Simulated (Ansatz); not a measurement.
# AlSiGe+ (quintet): from Hartree-Fock to the top rungs, cc-pVTZ

One table from this session's results is given with a row withheld; the runs are named, their logs left out.

Computed with Ansatz 0.2.0, Gaussian basis. Level: cc-pVTZ, core rule «outside noble gas», up to 24 orbitals frozen.

Plan: UHF; CCSD(T) on ROHF; CCSD(T) on UHF; BCCD(T) on ROHF; CCSDT(Q) on ROHF; CCSDT(Q) on UHF.

4 further runs of the same task are left out: 2 for a known fault of the program, 2 set aside as unsound or not needed.

## The geometry

The geometry is a PBE0/def2-TZVP stationary point (not a proven minimum) of the parent state, kept for this charge and spin. No spin-orbit coupling is included. The filled d shell of Ge may be among the frozen orbitals whatever the setting's name suggests; the logs give the count.

3 atoms, charge 1, spin multiplicity 5.

Atoms are counted from 1 here; the program's logs count them from 0.

Bond lengths: Al1–Ge2 2.513 Å, Al1–Si3 2.456 Å, Ge2–Si3 2.302 Å. Angles: Ge2–Al1–Si3 55.2°, Al1–Ge2–Si3 61.2°, Al1–Si3–Ge2 63.7°.

The first run:

in.yaml reads:

```yaml
crystal:
  periodic: [false, false, false]
  atoms:
    - {symbol: Al, position_ang: [0.000000, 1.074473, 1.436120]}
    - {symbol: Ge, position_ang: [0.000000, 0.113115, -0.885814]}
    - {symbol: Si, position_ang: [0.000000, -1.324798, 0.911389]}
basis:
  gaussian: {orbitals: cc-pVTZ}
total_charge: 1
magnetization: {spin_polarized: true, initial_magnetization: 4}
hamiltonian: {xc: hf}
output: {orbitals: {seedname: orbitals}}
```

Run with:

```
> ansatz run in.yaml --threads 1 --pin off --events-out ev --progress --plain --max-ram 2816MiB --backend cpu
```

Steps of the session up to this table: UHF; CCSD(T) on ROHF; CCSD(T) on UHF; BCCD(T) on ROHF; CCSDT(Q) on ROHF; CCSDT(Q) on UHF.

One table of the session follows, with a row left open; its other results are not shown here.

| method | from UCCSDT(Q) (meV) |
| --- | --- |
| ROHF | ? |
| UHF | +6537.7 |
| RMP2 | +1167.1 |
| UMP2 | +1258.2 |
| RCCSD | +528.8 |
| UCCSD | +507.0 |
| RCCSD(T) | +90.9 |
| UCCSD(T) | +84.4 |
| BCCD(T) | +90.9 |
| RCCSDT | +50.6 |
| UCCSDT | +38.3 |
| RCCSDT(Q) | +10.5 |
| UCCSDT(Q) | 0 |

**Question.** Estimate the row for ROHF.

**Answer.** from UCCSDT(Q) (meV): +6751.7. In the column «from UCCSDT(Q) (meV)» it is the highest.

To keep in mind: Restricted and unrestricted rows rest on different reference determinants; where their highest levels disagree by more than a few hundredths of an eV, they describe different states and don't form one ladder.
